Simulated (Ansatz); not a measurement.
**SbH2+ (triplet): B3LYP, r2SCAN0, wB97M-V over a scan of the scale of all distances, def2-SVP**

How well do these functionals follow the top wave-function level for SbH2+ (triplet) over a scan of the scale of all distances?

Program: Ansatz 0.2.0, Gaussian basis. Level of theory: def2-SVP, all electrons in the functionals. These are calculated values, not measurements.

Plan: B3LYP, r2SCAN0, wB97M-V, at 0.889; 1.000; 1.136; 1.277; 1.512; 1.722; 1.981; 2.432.

23 further runs of the same task are left out: 19 that didn't finish, 4 set aside as unsound or not needed.

**1. The geometry**

The geometry derives from a PBE0/def2-TZVP stationary point (not a proven minimum). All distances are scaled together. No spin-orbit coupling is included. Elements past krypton take def2 core potentials.

3 atoms, charge 1, spin multiplicity 3.

Atoms are counted from 1 here; the program's logs count them from 0.

Bond lengths: Sb1–H2 1.691 Å, Sb1–H3 1.691 Å. Angles: H2–Sb1–H3 120.6°.

No dispersion term is added; wB97M-V holds VV10 nonlocal correlation. B3LYP takes the VWN-RPA correlation.

The geometry shown and the zero of energy belong to the point 1.000. The yardstick, FCI, and other wave-function levels (R restricted, U unrestricted, valence and pair active spaces) come from earlier runs.

**2. B3LYP, 0.889**

File in.yaml:

```yaml
crystal:
  periodic: [false, false, false]
  atoms:
    - {symbol: Sb, position_ang: [0.000000, -0.012124, 0.000000]}
    - {symbol: H, position_ang: [0.000000, 0.732306, -1.305766]}
    - {symbol: H, position_ang: [0.000000, 0.732306, 1.305766]}
basis:
  gaussian: {orbitals: def2-SVP}
total_charge: 1
magnetization: {spin_polarized: true, initial_magnetization: 2}
hamiltonian: {xc: {name: B3LYP}}
```

The run is started by

```bash
$ ansatz run in.yaml --threads 1 --pin off --events-out ev --progress --plain --max-ram 2393MiB
```

After this run come: B3LYP, 1.000; B3LYP, 1.136; B3LYP, 1.277; B3LYP, 1.512; B3LYP, 1.722; B3LYP, 1.981; B3LYP, 2.432; r2SCAN0, 0.889; r2SCAN0, 1.000; r2SCAN0, 1.136; r2SCAN0, 1.277; r2SCAN0, 1.512; r2SCAN0, 1.722; r2SCAN0, 1.981; r2SCAN0, 2.432; wB97M-V, 0.889; wB97M-V, 1.000; wB97M-V, 1.136; wB97M-V, 1.277; wB97M-V, 1.512; wB97M-V, 1.722; wB97M-V, 1.981; wB97M-V, 2.432.

Q: Predict the results of all the runs planned. Wanted: span of the FCI curve; largest miss, B3LYP; largest miss, r2SCAN0; largest miss, wB97M-V.

**Answer**, as computed:

| quantity | value |
| --- | --- |
| span of the FCI curve | 94.9 kcal/mol |
| largest miss, B3LYP | +5.3 kcal/mol (2.432) |
| largest miss, r2SCAN0 | +10.0 kcal/mol (2.432) |
| largest miss, wB97M-V | +10.0 kcal/mol (1.512) |

Of the functionals, B3LYP keep the smallest largest miss at the points compared (at most 5.3 kcal/mol) and wB97M-V strays most (10.0 kcal/mol, at 1.512). B3LYP, r2SCAN0, wB97M-V clearly break the spin symmetry at some points (⟨S²⟩ up to 0.99 above the pure value), so energy there is bought with a mixed spin. Functionals and the yardstick converge differently with the basis, so part of each miss in def2-SVP is the basis.
